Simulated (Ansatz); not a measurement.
**BFHTe radical (SMILES FB[Te]): one structure at several levels**

The task here is to estimate one member of a computed series from the others.

Method: single points in def2-TZVPP; program: Ansatz 0.2.0, Gaussian basis.

Correlated methods freeze the cores. Filled d shells of the heavier atoms are correlated. Core potentials replace the inner electrons past krypton, and spin-orbit coupling is left out. Orbitals are unrestricted.

## The starting structure

SMILES `FB[Te]`, 4 atoms, charge 0, spin multiplicity 2.

Atoms are counted from 1 here; the program's logs count them from 0.

Bond lengths: F1–B2 1.393 Å, B2–Te3 2.181 Å, B2–H4 1.185 Å. Angles: F1–B2–Te3 118.0°, F1–B2–H4 119.5°, Te3–B2–H4 122.4°.

Coordinates:

```xyz
4
charge 0, multiplicity 2
F    -0.1028    0.9842   -1.0929
B    -0.2072    0.1141   -0.0105
Te    1.5767   -0.9856    0.5943
H    -1.2592   -0.0459    0.5103
```

The first run:

Contents of run/in.yaml:

```yaml
crystal:
  periodic: [false, false, false]
  atoms:
    - {symbol: F, position_ang: [-0.102800, 0.984200, -1.092900]}
    - {symbol: B, position_ang: [-0.207200, 0.114100, -0.010500]}
    - {symbol: Te, position_ang: [1.576700, -0.985600, 0.594300]}
    - {symbol: H, position_ang: [-1.259200, -0.045900, 0.510300]}
basis:
  gaussian: {orbitals: def2-TZVPP}
magnetization: {spin_polarized: true, initial_magnetization: 1}
correlation: {method: ccsd_t}
scf: {omitted_lower_state_checks: [cluster_reference]}
output: {forces: true}
```

No record of the launch command was kept for these runs.

Steps of the session up to this table: CCSD(T)/def2-TZVPP; PBE0-D4/def2-TZVPP; wB97M-V/def2-TZVPP; r2SCAN-D4/def2-TZVPP; PBE-D4/def2-TZVPP; wB97X-V/def2-TZVPP; B97M-V/def2-TZVPP.

One table of the session follows, with a row left open; its other results are not shown here.

| method | RMS force component (eV/Å) | angle to CCSD(T) forces (°) | dipole (D) |
| --- | --- | --- | --- |
| CCSD(T) | 0.957 | reference | 1.16 |
| PBE0-D4 | 1.049 | 1.5 | 1.14 |
| wB97M-V | 0.968 | 2.4 | 1.06 |
| r2SCAN-D4 | 0.975 | 1.8 | 1.08 |
| PBE-D4 | ? | ? | ? |
| wB97X-V | 0.970 | 2.6 | 1.07 |
| B97M-V | 1.044 | 1.6 | 1.14 |

Estimate the missing values for PBE-D4.

**Answer.** RMS force component (eV/Å): 0.841; angle to CCSD(T) forces (°): 7.2; dipole (D): 1.09. In the column «RMS force component (eV/Å)» it is the lowest.
